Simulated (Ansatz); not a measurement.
# C3H11HfNO3: basis-set convergence

Aim: see how fast density functionals converge with the basis set for C3H11HfNO3.

Program: Ansatz 0.2.0, Gaussian basis. Level of theory: one geometry, several basis sets. These are calculated values, not measurements.

The runs, in order: PBE0-D4/def2-SVP; ωB97M-V/def2-SVP; PBE0-D4/def2-QZVPP; ωB97M-V/def2-QZVPP; the functionals' def2-TZVPP values are taken from earlier runs.

### 1 Structure used throughout

An earlier PBE0-D4 in a triple-zeta def2 set relaxation fixed the geometry. Hf takes the def2 core potential; no spin-orbit term is included.

SMILES `CC(C)[NH][Hf]([OH])([OH])[OH]`, 19 atoms, charge 0, spin multiplicity 1.

Atoms are counted from 1 here; the program's logs count them from 0.

Bond lengths: C1–C2 1.522 Å, C1–H9 1.094 Å, C1–H10 1.093 Å, C1–H11 1.094 Å, C2–C3 1.519 Å, C2–N4 1.451 Å, C2–H12 1.102 Å, C3–H13 1.094 Å, C3–H14 1.096 Å, C3–H15 1.092 Å, N4–Hf5 2.045 Å, N4–H16 1.014 Å, Hf5–O6 1.944 Å, Hf5–O7 1.944 Å, Hf5–O8 1.935 Å, O6–H17 0.952 Å, O7–H18 0.951 Å, O8–H19 0.951 Å. Angles: C2–C1–H9 111.3°, C2–C1–H10 110.9°, C2–C1–H11 110.2°, H9–C1–H10 107.9°, H9–C1–H11 108.6°, H10–C1–H11 107.9°, C1–C2–C3 110.9°, C1–C2–N4 111.4°, C1–C2–H12 107.7°, C3–C2–N4 109.6°, C3–C2–H12 107.4°, N4–C2–H12 109.7°, C2–C3–H13 111.1°, C2–C3–H14 110.4°, C2–C3–H15 111.1°, H13–C3–H14 108.5°, H13–C3–H15 107.9°, H14–C3–H15 107.7° and more.

### 2 PBE0-D4 in def2-SVP

Input file in.yaml:

```yaml
crystal:
  periodic: [false, false, false]
  atoms:
    - {symbol: C, position_ang: [0.780593, -1.873082, 1.431398]}
    - {symbol: C, position_ang: [0.934086, -1.013406, 0.184559]}
    - {symbol: C, position_ang: [1.617486, 0.302978, 0.514219]}
    - {symbol: N, position_ang: [-0.349213, -0.752877, -0.439653]}
    - {symbol: Hf, position_ang: [-1.288232, 0.983928, -0.970588]}
    - {symbol: O, position_ang: [-1.793949, 2.005962, 0.603682]}
    - {symbol: O, position_ang: [-0.110015, 2.089208, -2.051176]}
    - {symbol: O, position_ang: [-2.857087, 0.372202, -1.924404]}
    - {symbol: H, position_ang: [1.752584, -2.100354, 1.878549]}
    - {symbol: H, position_ang: [0.290701, -2.821463, 1.194248]}
    - {symbol: H, position_ang: [0.168069, -1.354233, 2.174264]}
    - {symbol: H, position_ang: [1.585594, -1.556171, -0.518976]}
    - {symbol: H, position_ang: [1.763986, 0.906623, -0.385776]}
    - {symbol: H, position_ang: [1.014058, 0.878978, 1.225317]}
    - {symbol: H, position_ang: [2.595897, 0.134771, 0.968739]}
    - {symbol: H, position_ang: [-0.841498, -1.618979, -0.626709]}
    - {symbol: H, position_ang: [-2.005715, 2.047597, 1.530384]}
    - {symbol: H, position_ang: [0.325568, 2.910062, -2.254755]}
    - {symbol: H, position_ang: [-3.582912, 0.458244, -2.533341]}
basis:
  gaussian: {orbitals: def2-SVP}
hamiltonian: {xc: pbe0, dispersion: d4}
output: {orbitals: {seedname: orbitals}}
```

The run is started by

```bash
$ ansatz run in.yaml --threads 4 --pin off --events-out ev --progress --plain --max-ram 66560MiB --backend cpu
```

Further steps of the session: ωB97M-V in def2-SVP; PBE0-D4 in def2-QZVPP; ωB97M-V in def2-QZVPP.

Q: Predict the results of all the runs planned. Wanted: PBE0-D4: double and triple zeta above quadruple; ωB97M-V: double and triple zeta above quadruple.

As calculated:

| quantity | value |
| --- | --- |
| PBE0-D4: double and triple zeta above quadruple | 13.93, 0.64 eV |
| ωB97M-V: double and triple zeta above quadruple | 14.39, 0.62 eV |

What this shows: PBE0-D4 gains 13.29 eV from double to triple zeta, then 0.64 eV more. Total energies overstate the basis error of differences, where much of it tends to cancel. The LUMO of ωB97M-V is positive and keeps falling with the basis (1.58 to 0.65 eV): an unbound level that the basis holds in place.
